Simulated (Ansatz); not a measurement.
Working through a surface slab of Ga₃Sn, space group Pm-3m

With the Python package of Ansatz (0.2.0).

The script reads `ga3sn.cif`:
```cif
data_Ga3Sn
_cell_length_a 4.375243
_cell_length_b 4.375243
_cell_length_c 4.375243
_cell_angle_alpha 90.00000
_cell_angle_beta 90.00000
_cell_angle_gamma 90.00000
_symmetry_space_group_name_H-M 'P 1'
_symmetry_Int_Tables_number 1
loop_
_symmetry_equiv_pos_as_xyz
'x, y, z'
loop_
_atom_site_label
_atom_site_type_symbol
_atom_site_fract_x
_atom_site_fract_y
_atom_site_fract_z
Ga1 Ga    0.000000    0.500000    0.500000
Ga2 Ga    0.500000    0.000000    0.500000
Ga3 Ga    0.500000    0.500000    0.000000
Sn4 Sn    0.000000    0.000000    0.000000
```

Notebook, run cell by cell (the value of a cell's last expression is shown):

```python
import ansatz as az
from ase.build import surface
from ase.io import read
import numpy as np

atoms = read("ga3sn.cif")
# the plane is named in the basis of this cell
slab = surface(atoms, (1, 1, 0), 3, vacuum=6.0)
slab.pbc = True
```

```python
print(slab.get_chemical_formula(), "area {:.3f} A^2, cell height {:.2f} A".format(np.linalg.norm(np.cross(slab.cell[0], slab.cell[1])), slab.cell[2, 2]))
```

    Ga9Sn3 area 27.072 A^2, cell height 19.73 A

```python
def prepared(structure):
    return (
        az.Crystal.from_ase(structure).calculation()
        .basis(20 * az.Ha)
        .occupations("cold")
        .functional(az.Functional.R2SCAN)
    )
```

```python
setup = (
    prepared(slab)
    .kpoints(3, 4, 1)
    .electric_field(axis=3, dipole_correction=True)
    .potential()
    .forces()
)
res = setup.run(threads=1)
rep = res.report
```

    RunWarning: efield: at this solve's end the planar-averaged density reaches 4.58e-5 e/Å³ inside the ramp window [0.8993, 0.1007] (bound 1e-5 e/Å³); the window's nearer edge stands 4.01 Å from this [...]
    RunWarning: The output density's exchange-correlation potential varies sharply where the density is thin. Do not read a vacuum level from v_tot or v_xc, or from such a field of the output density. On [...]

```python
[(site.symbol, site.position_frac.round(4).tolist()) for site in res.lattice.sites]
```

    [(<Element.GA: 'Ga'>, [0.75, 0.5, 0.3824]), (<Element.GA: 'Ga'>, [0.25, 0.5, 0.3824]),
     (<Element.GA: 'Ga'>, [0.5, 0.0, 0.304]), (<Element.SN: 'Sn'>, [0.0, 0.0, 0.304]),
     (<Element.GA: 'Ga'>, [0.25, 0.5, 0.5392]), (<Element.GA: 'Ga'>, [0.75, 0.5, 0.5392]),
     (<Element.GA: 'Ga'>, [0.0, 0.0, 0.4608]), (<Element.SN: 'Sn'>, [0.5, 0.0, 0.4608]),
     (<Element.GA: 'Ga'>, [0.75, 0.5, 0.696]), (<Element.GA: 'Ga'>, [0.25, 0.5, 0.696]),
     (<Element.GA: 'Ga'>, [0.5, 0.0, 0.6176]), (<Element.SN: 'Sn'>, [0.0, 0.0, 0.6176])]

```python
print(f"slab free energy {rep['free_energy_ev']:.4f} eV, Fermi level {rep['fermi_energy_ev']:.3f} eV")
face = rep["work_function"]
print("work function (eV), upper and lower face:", *(round(face[k], 3) for k in ("phi_plus_ev", "phi_minus_ev") if face.get(k) is not None))
print(f"dipole {face['dipole_moment_e_ang']:+.4f} e A")

# surface energy from the bulk energy at the same settings
bulk = prepared(atoms).kpoints(5, 5, 5).run(threads=1).report
excess = rep["free_energy_ev"] - bulk["free_energy_ev"] * len(slab) / len(atoms)
area = np.linalg.norm(np.cross(slab.cell[0], slab.cell[1]))
print(f"mean surface energy {excess / (2 * area) * 16.02177:.3f} J/m^2 ({1000 * excess / (2 * area):.1f} meV/A^2)")
```

    slab free energy -52224.4685 eV, Fermi level 2.527 eV
    work function (eV), upper and lower face: 4.071 4.197
    dipole +0.0188 e A
    mean surface energy 0.314 J/m^2 (19.6 meV/A^2)

```python
print("z (A) and force along z (eV/A)")
for site, force in sorted(zip(res.lattice.sites, rep["forces_ev_ang"]), key=lambda pair: pair[0].position_ang[2]):
    print(f"{site.symbol:3s} {site.position_ang[2]:8.3f} {force[2]:9.4f}")
```

    z (A) and force along z (eV/A)
    Ga     6.000    0.5790
    Sn     6.000    0.6290
    Ga     7.547   -0.1037
    Ga     7.547   -0.1037
    Ga     9.094   -0.4046
    Sn     9.094   -0.2973
    Ga    10.641    0.2425
    Ga    10.641    0.2425
    Ga    12.188   -0.0084
    Sn    12.188    0.2137
    Ga    13.734   -0.4945
    Ga    13.734   -0.4945

What to keep in mind:
- Total energies depend on the potentials; only differences at equal settings carry meaning. A total without «per atom» is that of the cell as typed.
- The density doesn't vanish in the vacuum (a short gap or a low cutoff), which blurs the vacuum level.
- The mesh is modest for a metal, so energies can be off by several to tens of meV an atom and pressures by half a GPa or more; differences at equal mesh fare better.
- Only differences from the Fermi energy are physical; the zero of the scale is a convention.
- This cell is a computed structure, which may not be the phase found in nature.
- Warnings are shown shortened and without file and line.
- The slab is thin and cut from the structure as given; a cut can leave two unlike or polar faces, and the surface energy is then their mean. Miller indices refer to the vectors of the cell as typed, and the lattice isn't relaxed for this functional, so relaxation and surface energy can hold strain.
- Wall time of the script: 120 s on 1 thread of Arm Neoverse V1 (shared host), peak memory 2 GiB.
